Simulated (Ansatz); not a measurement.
# ScRu3: the cost of one run

Computed with Ansatz 0.2.0 (DFT PBE, scalar-relativistic, plane waves, PAW, unless a step's input says otherwise).

**1. The structure to begin with**

Symmetry: Pm-3m, No. 221, cubic system. The conventional cell has a = 4.051 Å, b = 4.051 Å, c = 4.051 Å, α = 90.00°, β = 90.00°, γ = 90.00°. Sc (site symmetry m-3m) is surrounded by 6 Ru at 2.03 Å. Ru (site symmetry 4/mmm) has 2 Sc at 2.03 Å in its first shell of neighbours.

As a file:

```
CELL_PARAMETERS angstrom
4.05068 0.00000 0.00000
0.00000 4.05068 0.00000
0.00000 0.00000 4.05068
ATOMIC_POSITIONS crystal
Sc 0.50000 0.50000 0.50000
Ru 0.00000 0.50000 0.50000
Ru 0.50000 0.00000 0.50000
Ru 0.50000 0.50000 0.00000
```

Recipe of the guess: random cell by space group and Wyckoff sites (Pm-3m, No. 221). Lengths come from tabulated atomic sizes and are only a guess.

**2. The guess as it stands, on a coarse mesh**

input.yaml reads:

```yaml
crystal:
  lattice:
    - [4.05068043, 0.0, 0.0]
    - [0.0, 4.05068043, 0.0]
    - [0.0, 0.0, 4.05068043]
  atoms:
    - { symbol: Sc, position: [0.5, 0.5, 0.5] }
    - { symbol: Ru, position: [0.0, 0.5, 0.5] }
    - { symbol: Ru, position: [0.5, 0.0, 0.5] }
    - { symbol: Ru, position: [0.5, 0.5, 0.0] }
basis:
  ecutwfc: 420
kpoints:
  mp_grid: { grid: [4, 4, 4] }
hamiltonian:
  xc: pbe
scf:
  occupations: { method: gaussian, width: 0.1 }
  lower_state_search: "off"
output:
  forces: true
  stress: true
  eigenvalues: true
```

On the command line:

```bash
$ ansatz run input.yaml --threads 1 --pin off --max-ram 2560MiB --backend cpu --events-out ev --progress --plain --runs-dir out
```

**Question.** How long does this run take on 1 thread of Arm Neoverse V1, shared host, and how much memory does it need?

About 2.1 s, with a peak of 0.32 GiB.
